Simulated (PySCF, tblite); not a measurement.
# C₇H₉FSi: geometry, infrared bands and NMR shifts

Wanted: the infrared bands and NMR shifts of C₇H₉FSi (`FC1=C/C/C=C\[SiH2]/C=C\1`), by calculation.

Programs: tblite 0.8.0 and PySCF 2.14.0, with density-fitted response routines of our own. Each step states its level of theory. These are calculated values for one molecule in the gas phase, unless marked as measured. Atoms are numbered from 0 throughout.

## Step 1: The molecule as given

18 atoms, charge 0, multiplicity 1; geometry from: force field or distance geometry start.

Bonds of the start (Å): F0–C1 1.35, C1–C2 1.32, C2–C3 1.45, C3–C4 1.45, C4–C5 1.33, C5–Si6 1.84, Si6–C7 1.84, C7–C8 1.32, C8–C1 1.44, C2–H9 1.12, C3–H10 1.14, C3–H11 1.13, C4–H12 1.11, C5–H13 1.10, Si6–H14 1.47, Si6–H15 1.47, C7–H16 1.09, C8–H17 1.10.

## Step 2: Geometry optimisation with GFN2-xTB

Job settings and geometry (Å):

```
{"job": {"kind": "relax", "xc": "GFN2-xTB", "basis": "xTB"}, "charge": 0, "multiplicity": 1}
F     -1.308900     2.949700    -0.264700
C     -0.757300     1.722200    -0.124500
C     -1.645100     0.750900    -0.064600
C     -1.783800    -0.685300     0.057300
C     -0.729800    -1.562700    -0.401400
C      0.587500    -1.721700    -0.344700
Si     1.901900    -0.768100     0.510900
C      1.750600     1.032400     0.163200
C      0.680300     1.784700    -0.046700
H     -2.660900     1.208100    -0.159500
H     -1.930300    -0.898500     1.165700
H     -2.759600    -1.055000    -0.383000
H     -1.136900    -2.372900    -1.034100
H      0.939000    -2.594700    -0.920400
H      1.924000    -0.940900     1.966700
H      3.198400    -1.226100    -0.016800
H      2.695900     1.574300     0.111000
H      1.026400     2.810100    -0.226100
```

Run with:

```
$ OMP_NUM_THREADS=1 python probes_run.py task.json out
```

This one command runs all jobs of the session in turn.

**Question.** This job is followed by: GFN2-xTB harmonic vibrations, gas phase; GIAO PBE0/pcSseg-1 NMR shielding, non-relativistic, gas phase. Predict these results of the whole session: strongest single infrared mode (GFN2-xTB); zero-point energy (GFN2-xTB); 13C shifts against TMS (PBE0/pcSseg-1); 1H shifts against TMS (PBE0/pcSseg-1, means over atoms taken as alike); 19F shifts against CFCl3 (PBE0/pcSseg-1); 29Si shifts against TMS (PBE0/pcSseg-1).

**Answer**, as computed:

```
                                                              quantity                                               value
                             strongest single infrared mode (GFN2-xTB)                               2160 cm⁻¹, 368 km/mol
                                          zero-point energy (GFN2-xTB)                                       83.2 kcal/mol
                                13C shifts against TMS (PBE0/pcSseg-1)  168.3, 161.1, 146.4, 138.3, 127.3, 120.0, 36.0 ppm
1H shifts against TMS (PBE0/pcSseg-1, means over atoms taken as alike)        7.18, 6.99, 6.21, 5.93, 5.87, 4.99, 3.09 ppm
                              19F shifts against CFCl3 (PBE0/pcSseg-1)                                          -102.3 ppm
                               29Si shifts against TMS (PBE0/pcSseg-1)                                           -62.6 ppm
```

Over 103 steps the energy fell by 1.063 eV; of the close pairs, C3–C4 changed most, 1.446 to 1.502 Å. No mode is imaginary among the 48: a minimum at this level. The strongest single mode, at 2160 cm⁻¹, moves mainly H14. GFN2-xTB is a fitted tight-binding method: band positions and strengths are rough. Its intensities can rank the bands wrongly. At PBE0/pcSseg-1: Shielding is most anisotropic at C4 (span 270 ppm, paramagnetic term -231 ppm).
